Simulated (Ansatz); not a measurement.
**AlBFH3SSi: one species, many methods**

One table from this session's results is given with a row withheld; the runs are named, their logs left out.

The runs use Ansatz 0.2.0, Gaussian basis; functionals in def2-TZVPP, the program's frozen cores in correlated methods.

Levels to be run: LDA (SPW92), PBE-D4, revPBE-D4, BLYP-D4, r2SCAN-D4, B97M-V, PBE0-D4, B3LYP-D4, r2SCANh-D4, r2SCAN0-D4, HSE06-D4, BHLYP-D4, CAM-B3LYP-D4, LC-ωPBE, ωB97X-V, ωB97M-V, B2PLYP, PBE-QIDH; CCSD(T)/def2-SVP; CCSD(T)/def2-TZVPP; MP2/def2-QZVPP; extrapolation to the limit; RPA on PBE.

### The relaxed structure

An earlier PBE0-D4 in a triple-zeta def2 set relaxation fixed the geometry.

8 atoms, charge 0, spin multiplicity 1.

Atoms are counted from 1 here; the program's logs count them from 0.

Bond lengths: F1–B2 1.322 Å, B2–Al3 2.137 Å, B2–S5 1.822 Å, Al3–Si4 2.445 Å, Al3–H6 1.589 Å, Si4–S5 2.194 Å, Si4–H7 1.490 Å, Si4–H8 1.490 Å. Angles: F1–B2–Al3 138.2°, F1–B2–S5 119.3°, Al3–B2–S5 102.5°, B2–Al3–Si4 79.9°, B2–Al3–H6 142.6°, Si4–Al3–H6 137.5°, Al3–Si4–S5 83.5°, Al3–Si4–H7 122.8°, Al3–Si4–H8 122.8°, S5–Si4–H7 108.0°, S5–Si4–H8 108.0°, H7–Si4–H8 106.8°, B2–S5–Si4 94.1°.

Geometry (Å):

```tsv
atom	x (Å)	y (Å)	z (Å)
F1	-1.4924	2.2585	1.1799
B2	-0.8172	1.2502	0.6565
Al3	1.0007	0.1886	1.0243
Si4	0.1899	-1.0163	-0.9430
S5	-1.4821	0.3989	-0.8109
H6	2.2535	0.1304	2.0000
H7	0.8085	-0.8720	-2.2905
H8	-0.3688	-2.3954	-0.8721
```

Set-up of the first run:

in.yaml reads:

```yaml
crystal:
  periodic: [false, false, false]
  atoms:
    - {symbol: F, position_ang: [-1.492391, 2.258518, 1.179924]}
    - {symbol: B, position_ang: [-0.817167, 1.250204, 0.656498]}
    - {symbol: Al, position_ang: [1.000710, 0.188637, 1.024273]}
    - {symbol: Si, position_ang: [0.189885, -1.016303, -0.942973]}
    - {symbol: S, position_ang: [-1.482076, 0.398863, -0.810929]}
    - {symbol: H, position_ang: [2.253487, 0.130423, 1.999995]}
    - {symbol: H, position_ang: [0.808481, -0.872000, -2.290476]}
    - {symbol: H, position_ang: [-0.368829, -2.395442, -0.872113]}
basis:
  gaussian: {orbitals: def2-TZVPP}
hamiltonian: {xc: lda}
output: {orbitals: {seedname: orbitals}}
```

Command:

```bash
> ansatz run in.yaml --threads 2 --pin off --events-out ev --progress --plain --max-ram 4352MiB
```

Among the steps run: LDA; PBE-D4 (GGA); revPBE-D4 (GGA); BLYP-D4 (GGA); r2SCAN-D4 (meta-GGA); B97M-V (meta-GGA); PBE0-D4 (hybrid); B3LYP-D4 (hybrid); r2SCANh-D4 (hybrid); r2SCAN0-D4 (hybrid); HSE06-D4 (hybrid); BHLYP-D4 (hybrid); CAM-B3LYP-D4 (range-separated); LC-ωPBE (range-separated); ωB97X-V (range-separated); ωB97M-V (range-separated); B2PLYP (double hybrid); PBE-QIDH (double hybrid).

One table of the session follows, with a row left open; its other results are not shown here.

It belongs to the step «Frontier levels by functional». 

| functional | HOMO (eV) | LUMO (eV) | gap (eV) |
| --- | --- | --- | --- |
| LDA (SPW92) | -6.18 | -3.74 | 2.44 |
| PBE-D4 | -6.06 | -3.53 | 2.53 |
| revPBE-D4 | -6.01 | -3.44 | 2.57 |
| BLYP-D4 | -5.93 | -3.36 | 2.57 |
| r2SCAN-D4 | -6.29 | -3.39 | 2.90 |
| B97M-V | -6.32 | -3.51 | 2.81 |
| PBE0-D4 | -7.17 | -2.79 | 4.38 |
| B3LYP-D4 | -6.98 | -2.94 | 4.04 |
| r2SCANh-D4 | -6.70 | -3.12 | 3.58 |
| r2SCAN0-D4 | -7.32 | -2.72 | 4.60 |
| HSE06-D4 | -6.78 | -3.16 | 3.62 |
| BHLYP-D4 | ? | ? | ? |
| CAM-B3LYP-D4 | -8.44 | -1.77 | 6.67 |
| LC-ωPBE | -9.72 | -0.76 | 8.96 |
| ωB97X-V | -9.40 | -0.84 | 8.57 |
| ωB97M-V | -9.18 | -1.04 | 8.14 |

Q: Estimate the row for BHLYP-D4 from the others.

Worked estimate for «HOMO (eV)». Against the share of exact exchange, BLYP-D4 (0, -5.93), B3LYP-D4 (0.2, -6.98) give a slope of -5.25 per unit share; at 0.5 the line stands at -8.55.

**Answer.** HOMO (eV): -8.18; LUMO (eV): -1.95; gap (eV): 6.23. In «HOMO (eV)» the line misses by -0.37.
